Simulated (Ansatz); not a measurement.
# Be3TeO2: the cost of one run

Computed with Ansatz 0.2.0 (DFT PBE, scalar-relativistic, plane waves, PAW, unless a step's input says otherwise).

### 1 Starting point

It takes space group Cmmm (No. 65, orthorhombic). The conventional cell has a = 4.611 Å, b = 8.298 Å, c = 3.805 Å, α = 90.00°, β = 90.00°, γ = 90.00°. Around Be (site symmetry m2m) lie 4 O at 2.30 Å and 4 Be at 2.41 to 2.60 Å and 3 Te at 2.67 to 2.74 Å. Around Be (site symmetry mmm) lie 4 O at 2.37 Å and 4 Be at 2.41 Å and 4 Te at 2.99 Å. Te (site symmetry mmm) has 10 Be at 2.67 to 2.99 Å as nearest neighbours. Around O (site symmetry 2/m) lie 6 Be at 2.30 to 2.37 Å and 2 O at 2.31 Å.

As a file:

```xyz
6
Lattice="2.3053 -4.1489 0.0000 2.3053 4.1489 0.0000 0.0000 0.0000 3.8050" Properties=species:S:1:pos:R:3 pbc="T T T"
Be    2.3053   -1.4767    0.0000
Be    2.3053    1.4767    0.0000
Be    2.3053    0.0000    1.9025
Te    0.0000    0.0000    0.0000
O     1.1527   -2.0745    1.9025
O     1.1527    2.0745    1.9025
```

Recipe of the guess: species swapped into a database cell of LaAl2Ag3 (Cmmm, No. 65), with Te on the La sites, O on the Al sites and Be on the Ag sites. The dimensions are guesses.

### 2 Probe: one point on a coarse mesh

The input, input.yaml:

```yaml
crystal:
  lattice:
    - [2.30534811, -4.14891432, 0.0]
    - [2.30534811, 4.14891432, 0.0]
    - [0.0, 0.0, 3.80499416]
  atoms:
    - { symbol: Be, position: [0.6779564, 0.3220436, 0.0] }
    - { symbol: Be, position: [0.3220436, 0.6779564, 0.0] }
    - { symbol: Be, position: [0.5, 0.5, 0.5] }
    - { symbol: Te, position: [0.0, 0.0, 0.0] }
    - { symbol: O, position: [0.5, 0.0, 0.5] }
    - { symbol: O, position: [0.0, 0.5, 0.5] }
basis:
  ecutwfc: 420
kpoints:
  mp_grid: { grid: [4, 4, 4] }
hamiltonian:
  xc: pbe
scf:
  occupations: { method: gaussian, width: 0.1 }
  lower_state_search: "off"
output:
  forces: true
  stress: true
  eigenvalues: true
```

On the command line:

```sh
$ ansatz run input.yaml --threads 1 --pin off --max-ram 2560MiB --backend cpu --events-out ev --progress --plain --runs-dir out
```

**Question.** How long does this run take on 1 thread of Intel Xeon at 2.50GHz (Skylake/Cascade Lake), shared host, and how much memory does it need?

About 5.7 s, with a peak of 0.36 GiB.
